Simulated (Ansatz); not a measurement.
# Ti3O5: further runs on the relaxed cell

An exercise on one series of results from a longer session: the logs are not shown, and one member is left open.

Method: DFT PBEsol, scalar-relativistic, plane waves, PAW, in Ansatz 0.2.0.

### The system as given

Symmetry: C2/c, No. 15, monoclinic system. Conventional cell: a = 10.056 Å, b = 4.999 Å, c = 7.174 Å, α = 90.00°, β = 112.20°, γ = 90.00°. Around Ti (site symmetry 1) lie 6 O at 1.88 to 2.15 Å. Around Ti (site symmetry -1) lie 6 O at 1.98 to 2.02 Å. Around O (site symmetry 1) lie 3 Ti at 1.88 to 1.98 Å. Around O (site symmetry 2) lie 4 Ti at 2.02 to 2.05 Å. O (site symmetry 1) is surrounded by 4 Ti at 1.99 to 2.15 Å.

As a file:

```cif
data_structure
_symmetry_space_group_name_H-M 'P 1'
_symmetry_Int_Tables_number 1
_cell_length_a 4.9990
_cell_length_b 5.6149
_cell_length_c 7.1743
_cell_angle_alpha 70.228
_cell_angle_beta 90.000
_cell_angle_gamma 63.567
_cell_volume 166.96
loop_
_atom_site_label
_atom_site_type_symbol
_atom_site_fract_x
_atom_site_fract_y
_atom_site_fract_z
_atom_site_occupancy
Ti1 Ti 0.88601 0.25408 0.78296 1
Ti2 Ti 0.85991 0.25408 0.28296 1
Ti3 Ti 0.14009 0.74592 0.71704 1
Ti4 Ti 0.11399 0.74592 0.21704 1
Ti5 Ti 0.50000 0.00000 0.50000 1
Ti6 Ti 0.50000 0.00000 0.00000 1
O1 O 0.47358 0.37989 0.84694 1
O2 O 0.68565 0.00000 0.25000 1
O3 O 0.23921 0.83648 0.44075 1
O4 O 0.92431 0.83648 0.94075 1
O5 O 0.52642 0.62011 0.15306 1
O6 O 0.76079 0.16353 0.55925 1
O7 O 0.31435 0.00000 0.75000 1
O8 O 0.85347 0.62011 0.65306 1
O9 O 0.07569 0.16352 0.05925 1
O10 O 0.14653 0.37989 0.34694 1
```

It goes back to an entry of the Materials Project, which need not be the stable form.

This cell was relaxed beforehand with the same method: volume 10.44 Å³/atom, gap on the mesh none (metal).

Set-up of the first run:

input.yaml reads:

```yaml
crystal:
  lattice:
    - [4.948534487, 9.02768e-05, -6.98239e-05]
    - [2.4741685993, 4.9771203128, 0.0042451586]
    - [4.58554e-05, 2.677170301, 6.5779161102]
  atoms:
    - { symbol: Ti, position: [0.8860097021, 0.2540799196, 0.7829592558] }
    - { symbol: Ti, position: [0.8599098923, 0.2540786681, 0.2829592539] }
    - { symbol: Ti, position: [0.1400890462, 0.7459183166, 0.7170400708] }
    - { symbol: Ti, position: [0.1139941888, 0.7459178275, 0.2170397916] }
    - { symbol: Ti, position: [0.5000010401, 1.0000030309, 0.4999987161] }
    - { symbol: Ti, position: [0.4999964277, 1.0000024677, -1.2508e-06] }
    - { symbol: O, position: [0.4735781464, 0.3798899585, 0.8469383043] }
    - { symbol: O, position: [0.6856493004, -3.2453e-06, 0.2499998372] }
    - { symbol: O, position: [0.2392089996, 0.836477429, 0.4407474319] }
    - { symbol: O, position: [0.9243125505, 0.8364784688, 0.9407471937] }
    - { symbol: O, position: [0.5264207363, 0.6201094063, 0.1530624248] }
    - { symbol: O, position: [0.7607865037, 0.1635262234, 0.5592542835] }
    - { symbol: O, position: [0.3143525933, -1.1631e-06, 0.7499996585] }
    - { symbol: O, position: [0.8534697353, 0.6201107198, 0.6530624369] }
    - { symbol: O, position: [0.0756889432, 0.1635243454, 0.0592543477] }
    - { symbol: O, position: [0.1465321941, 0.3798886467, 0.346938264] }
basis:
  ecutwfc: 420
kpoints:
  mp_grid: { grid: [8, 8, 6] }
hamiltonian:
  xc: pbesol
scf:
  occupations: { method: gaussian, width: 0.1 }
output:
  forces: true
  stress: true
  eigenvalues: true
relax:
  adjacent_minimum: "off"
  f_tol: 0.01
  max_steps: 30
  cell: { stress_tol: 0.1, fix: [volume] }
```

On the command line:

```console
> ansatz run input.yaml --threads 4 --pin off --max-ram 10240MiB --backend cpu --events-out ev --progress --plain --runs-dir out
```

Steps of the session up to this table: Volume × 0.97; Volume × 1.03; Point at V/V0 = 0.94; The cell scaled to 1.06 of its volume; Point at V/V0 = 0.91; Volume × 1.10; Point at V/V0 = 0.88.

One of the session's tables, all rows but one given; the rest of the session is left out.

It belongs to the step «Fit of the equation of state». 

| volume (Å³/atom) | energy above the lowest point (meV/atom) | pressure (GPa) |
| --- | --- | --- |
| 9.183 | 112.6 | 31.21 |
| 9.496 | 60.8 | 22.14 |
| 9.809 | 25.8 | 13.94 |
| 10.122 | 6.1 | 6.53 |
| 10.435 | 0.0 | -0.01 |
| 10.748 | 5.9 | -5.71 |
| 11.061 | ? | ? |
| 11.479 | 57.1 | -15.92 |

Estimate the missing values for volume (Å³/atom) = 11.061.

Worked estimate for «energy above the lowest point (meV/atom)». A straight line through the neighbours (10.748, 5.9) and (11.479, 57.1) gives 5.9 + (57.1 − 5.9) × (11.061 − 10.748) / (11.479 − 10.748) = 27.8; a parabola fitted to 3 rows on both sides gives 21.4.

The run gave: energy above the lowest point (meV/atom): 22.1; pressure (GPa): -10.62. In «energy above the lowest point (meV/atom)» the line misses by +5.7 and the parabola by -0.7.

Limits of these values: The final runs have no spin polarisation, so a magnetic state may lie lower. Warnings in the runs' records: structure snapped to symmetry.
